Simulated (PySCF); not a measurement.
**From one method to the next for CdN (quartet)**

Starting from one script, swap the method and compare what comes out for CdN (quartet).

Method: each script names its method and basis; program: PySCF 2.14.0.

4 further runs of the same task are left out: 4 that didn't finish.

### Step 1. Where the work starts

CdN (quartet): 2 atoms, charge 0, spin multiplicity 4.

Bond lengths: Cd1–N2 2.055 Å.

### Step 2. Base script

The input, input.py:

```python
from pyscf import gto, dft

mol = gto.M(
    atom='Cd 0 0 0; N 0 0 2.055',
    basis='sbkjc',
    ecp={'Cd': 'sbkjc', 'N': 'sbkjc'},
    charge=0,
    spin=3,
    verbose=4,
)
mf = dft.UKS(mol, xc='pw6b95')
mf.kernel()
mf.stability(internal=True, external=True)
mf.dip_moment()
print('orbital energies (hartree):', [e[max(0, n-3):n+3].round(4) for e, n in zip(mf.mo_energy, mol.nelec)])
```

Started as:

```
> python input.py
```

### Step 3. Wb97

Run 1 changes functional: pw6b95 → wb97.

Changes to input.py since step 2:

```diff
@@ -10,3 +10,3 @@
 )
-mf = dft.UKS(mol, xc='pw6b95')
+mf = dft.UKS(mol, xc='wb97')
 mf.kernel()
```

### Step 4. Wb97x

Run 2 changes functional: pw6b95 → wb97x.

Changes to input.py since step 2:

```diff
@@ -10,3 +10,3 @@
 )
-mf = dft.UKS(mol, xc='pw6b95')
+mf = dft.UKS(mol, xc='wb97x')
 mf.kernel()
```

### Step 5. Geometry optimisation

Run 3 changes step after the SCF: stability → optimize.

The input, input.py:

```python
from pyscf import gto, dft
from pyscf.geomopt.geometric_solver import optimize

mol = gto.M(
    atom='Cd 0 0 0; N 0 0 2.055',
    basis='sbkjc',
    ecp={'Cd': 'sbkjc', 'N': 'sbkjc'},
    charge=0,
    spin=3,
    verbose=4,
)
mf = dft.UKS(mol, xc='pw6b95')
mf.kernel()
g = mf.nuc_grad_method()
g.grid_response = True
mol_eq = optimize(g.as_scanner(), maxsteps=30)
print('optimised geometry (angstrom)')
print(mol_eq.tostring('raw'))
print('orbital energies (hartree):', [e[max(0, n-3):n+3].round(4) for e, n in zip(mf.mo_energy, mol.nelec)])
```

Before running it: what results should come out? Wanted: for each run, E(SCF); from base; gap, α spin; SCF dipole; after the SCF.

As calculated:

```csv
run,E(SCF) (hartree),from base (eV),cycles,"gap, α spin (eV)",SCF dipole (D),after the SCF
base,-176.647479,0,21,5.28,3.08,"unstable: internal, real -> complex, UHF/UKS -> GHF/GKS"
wb97,-176.602932,not comparable,15,9.07,1.13,unstable: UHF/UKS -> GHF/GKS
wb97x,-176.611728,not comparable,14,8.85,1.04,unstable: UHF/UKS -> GHF/GKS
geometry optimisation,-176.647479,0.0000,21,5.28,n/a,"bond 2.103 Å, -0.014 eV"
```

SCF columns refer to the geometry typed in the script.

What this shows: A lower total energy from another functional means nothing by itself.
